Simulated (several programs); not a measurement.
# Many methods on one cell: LiTlS2 (ordering on zincblende)

LiTlS2, ordered on the zincblende lattice (P-4m2) with 4 atoms a cell, relaxed with r2SCAN in Ansatz, was computed with several methods. The symmetry is P-4m2 (No. 115, tetragonal); conventional cell a = 4.067 Å, c = 5.719 Å, 23.65 Å³ an atom. Li is surrounded by 4 S at 2.42 Å; S is surrounded by 2 Li at 2.42 Å and 2 Tl at 2.55 Å; Tl is surrounded by 4 S at 2.55 Å. Computed, not measured; no magnetism was allowed, and whether the structure is a known phase isn't checked.

```cif
data_structure
_symmetry_space_group_name_H-M 'P-4m2'
_symmetry_Int_Tables_number 115
_cell_length_a 4.0668
_cell_length_b 4.0668
_cell_length_c 5.7188
_cell_angle_alpha 90.000
_cell_angle_beta 90.000
_cell_angle_gamma 90.000
_cell_volume 94.58
loop_
_atom_site_label
_atom_site_type_symbol
_atom_site_symmetry_multiplicity
_atom_site_Wyckoff_symbol
_atom_site_fract_x
_atom_site_fract_y
_atom_site_fract_z
_atom_site_occupancy
Li1 Li 1 a 0.00000 0.00000 0.00000 1
S1 S 2 g 0.00000 0.50000 0.23090 1
Tl1 Tl 1 c 0.50000 0.50000 0.50000 1
```

Gaps and times are for a single point on this cell; volume and bulk modulus come from each method's own relaxation or energy curve at fixed shape, which is too stiff where a cell has free coordinates or axes. Times are rough, from shared hosts (Arm Neoverse N1; Arm Neoverse V1; Arm Neoverse V2), and each method has its own mesh and cell size. A dagger marks a closed or tiny gap in a crystal that DFT finds insulating: a failure of the method or a wrong SCF state. A double dagger marks a value from a curve with shape and coordinates held. The energy curve of PM7 (MOPAC) is jagged, so its SCF state, and with it the gap, is in doubt. PM6 (MOPAC), PM7 (MOPAC), GFN1-xTB (tblite), GFN2-xTB (tblite) treat a cluster of cells at its zone centre, which samples few k points: where these miss a band edge, the gap comes out too large for that reason alone. Gaps from k meshes are read at a limited set of points (mesh, symmetry points, PBE's band edges), so each method's own least gap may be somewhat smaller. xTB and the PM methods were fitted mostly to molecules, and can miss a solid's gap by electronvolts. Minimal bases can be far off for gaps. Times of the plane-wave ladder aren't listed, since it ran on unlike processors and cards. GLLB-SC's gap includes the derivative discontinuity. G0W0 is at finite bands, cutoff and mesh. d marks a direct gap, i an indirect one (no mark: not told apart), a dash a value that wasn't computed or didn't pass its checks.

| method | kind | gap (eV) | own volume (Å³/atom) | bulk modulus (GPa) | atoms computed | processor time |
| --- | --- | --- | --- | --- | --- | --- |
| PBEsol | semilocal | – | 23.16 | – | 4 | – |
| light PBE (260 eV and a coarse mesh) | light plane-wave | 0.84 d | – | – | 4 | 1.1 s |
| GFN1-xTB (tblite) | tight binding | 0.08† | 24.84‡ | 42‡ | cluster | 1.5 s |
| GFN2-xTB (tblite) | tight binding | 0.58 | 23.72‡ | 31‡ | cluster | 2.2 s |
| PM6 (MOPAC) | semi-empirical | 4.00 | – | – | cluster | 3.1 s |
| PBE | semilocal | 0.93 d | 24.29 | 43‡ | 4 | – |
| PBE/SZV (CP2K) | small basis | 0.40 d | 24.60‡ | 51‡ | 4 | 7.2 s |
| PBE/single zeta (GPAW) | small basis | 0.84 d | – | – | 4 | 7.5 s |
| LDA | semilocal | 0.74 d | 22.19 | – | 4 | – |
| PM7 (MOPAC) | semi-empirical | 5.17 | – | – | cluster | 13 s |
| r2SCAN | semilocal | 1.20 d | 23.65 | 50‡ | 4 | – |
| GLLB-SC (GPAW) | model potential | 1.91 | – | – | 4 | 15 s |
| PBE/DZVP (CP2K) | small basis | 0.91 d | 24.60‡ | 43‡ | 4 | 19 s |
| PBE+SOC | semilocal | 0.93 d | – | – | 4 | – |
| LC-ωPBE | hybrid | 6.49 d | – | – | 4 | – |
| HSE06 | hybrid | 1.79 d | 23.53 | – | 4 | – |
| PBE0 | hybrid | 2.45 d | – | – | 4 | – |
| DDH-PBE0 | hybrid | 1.81 d | – | – | 4 | – |
| r2SCAN0 | hybrid | 2.61 d | – | – | 4 | – |
| G0W0@LDA (140 eV screening cutoff) | many-body | 1.50 | – | – | 4 | – |
| G0W0@r2SCAN (140 eV screening cutoff) | many-body | 1.89 | – | – | 4 | – |
| G0W0@HSE06 (140 eV screening cutoff) | many-body | 2.19 | – | – | 4 | – |
| HSE06+SOC | hybrid | 1.77 d | – | – | 4 | – |
| G0W0@PBE (210 eV screening cutoff) | many-body | 1.62 | – | – | 4 | – |

Against HSE06 (1.79 eV) and with closed or daggered gaps left aside, the nearest gap at the points sampled is that of HSE06+SOC (-0.02 eV) and the farthest that of LC-ωPBE (+4.70 eV). HSE06 is only a yardstick of convenience, and nearness to it can be luck.

Volumes against r2SCAN's: PBEsol -2.0 %, PBE +2.7 %, LDA -6.1 %, HSE06 -0.5 %.

Only the rows marked +SOC include spin-orbit coupling.
